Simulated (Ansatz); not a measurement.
Crystal: B2P.

```
B P
1.0
     1.51512    0.87475    3.92488
    -1.51512    0.87475    3.92488
     0.00000   -1.74950    3.92488
B P
2 1
Direct
  0.42934 0.42934 0.42934
  0.57066 0.57066 0.57066
  0.00000 0.00000 0.00000
```

The cell was built by a generator and needn't be a form met in nature.

Base run:

* Program: Ansatz 0.2.0
* Functional: LDA
* Potentials or basis: Ansatz PAW
* Cutoff: 420 eV
* Density cutoff: 1680 eV
* k mesh: 10 × 10 × 10
* Occupations: fermi-dirac, width 0.05 eV
* Spin: no spin polarisation

Its results: band gap on the k mesh none (metal or under the smearing width); pressure -6.2 GPa; largest force 0.122 eV/Å.

The run is repeated on the same cell with these changes: functional from LDA to RPBE. What comes out?

Band gap on the k mesh none (metal or under the smearing width); pressure 2.4 GPa; largest force 0.041 eV/Å.

RPBE binds less tightly than LDA, so the same cell stands under more pressure.

Caveats: the PAW data sets come from PBE, with cores solved anew for the run's functional, which leaves a small shift of forces and pressure; the potentials were made for another functional, which shifts forces and pressure (some runs).

Not every run made on this cell is shown here.
